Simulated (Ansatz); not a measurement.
Working through a phonon calculation by finite displacements of Ga3Sn, space group Pm-3m

Program: Ansatz 0.2.0 through its Python package.

Contents of `ga3sn.vasp`:
```text
Ga3Sn
1.0
   4.37524287    0.00000000    0.00000000
   0.00000000    4.37524287    0.00000000
   0.00000000    0.00000000    4.37524287
Ga Sn
3 1
Direct
   0.00000000    0.50000000    0.50000000
   0.50000000    0.00000000    0.50000000
   0.50000000    0.50000000    0.00000000
   0.00000000    0.00000000    0.00000000
```

Run as a notebook:

**Cell 1**
```python
from pathlib import Path
import warnings

import ansatz as az
from ase.io import read
import numpy as np
```

**Cell 2**
```python
warnings.simplefilter("ignore", az.DeckWarning)
```

**Cell 3**
```python
atoms = read("ga3sn.vasp", format="vasp")
ga3sn = az.Crystal.from_ase(atoms)
```

**Cell 4**
```python
# the cell itself: zone-centre modes alone
setup = (
    ga3sn.calculation()
    .functional("LDA")
    .basis(630)
    .accuracy("medium")
    .occupations("methfessel_paxton", width=0.05)
    .mixing("anderson", ndim=4, beta=0.2)
    .scf(extra_bands=8)
    .kpoints(6, 6, 6)
    .phonons("fd", supercell=1)
)
done = setup.run(runs_dir="runs")
folder = Path(done.output_folder) / "results"
ph = done.phonons
```
Output:
```text
RunWarning: on the 14×14×14 q-mesh 30 entries of the irreducible table, 1.378e-1 modes per cell, the lowest at -16.00 cm⁻¹, stand at or below zero and are read as no rigid motion or as one in doubt: the zero-point energy, F, S and C_V leave that weight out. The structure may be unstable at those wave vectors; or the force constants reach too short, and between the wave vectors that fix them their [...]
```

**Cell 5**
```python
print("modes at Gamma (1/cm):", np.round(ph.gamma_omega_inv_cm, 1) + 0.0)
print(f"{ph.n_members} displaced supercells, sum-rule residual {ph.asr_residual_pre_ev_ang2:.1e} eV/A^2")
optical = np.sort(ph.gamma_omega_inv_cm)
print("imaginary modes at Gamma:", int((optical < -10).sum()), "- highest mode", round(float(optical[-1]), 1), "1/cm")
```
Output:
```text
modes at Gamma (1/cm): [-16.  -16.  -16.    0.    0.    0.   67.4  67.4  67.4 139.2 139.2 139.2]
2 displaced supercells, sum-rule residual 2.1e-04 eV/A^2
imaginary modes at Gamma: 3 - highest mode 139.2 1/cm
```

Notes:
- The settings weren't tested for convergence.
- The cell isn't relaxed first, so the values belong to this volume.
- The mesh is modest for a metal, so energies can be off by several to tens of meV an atom and pressures by half a GPa or more; differences at equal mesh fare better.
- Some modes are imaginary (printed negative) at these settings, from an unstable structure or from unconverged force constants, so sums over modes carry no meaning.
- This cell is a computed structure, which may not be the phase found in nature.
- Warnings are shown shortened and without file and line.
- The structure is taken as given and the supercell is small; imaginary modes can come from an unrelaxed or unstable start. Phonons of metals also depend on mesh and smearing.
- The script silences the warnings on its input, which a real study should read.
- Hardware and time: 63 s on 1 thread of Arm Neoverse V1, on a shared host, peak memory 0.67 GiB.
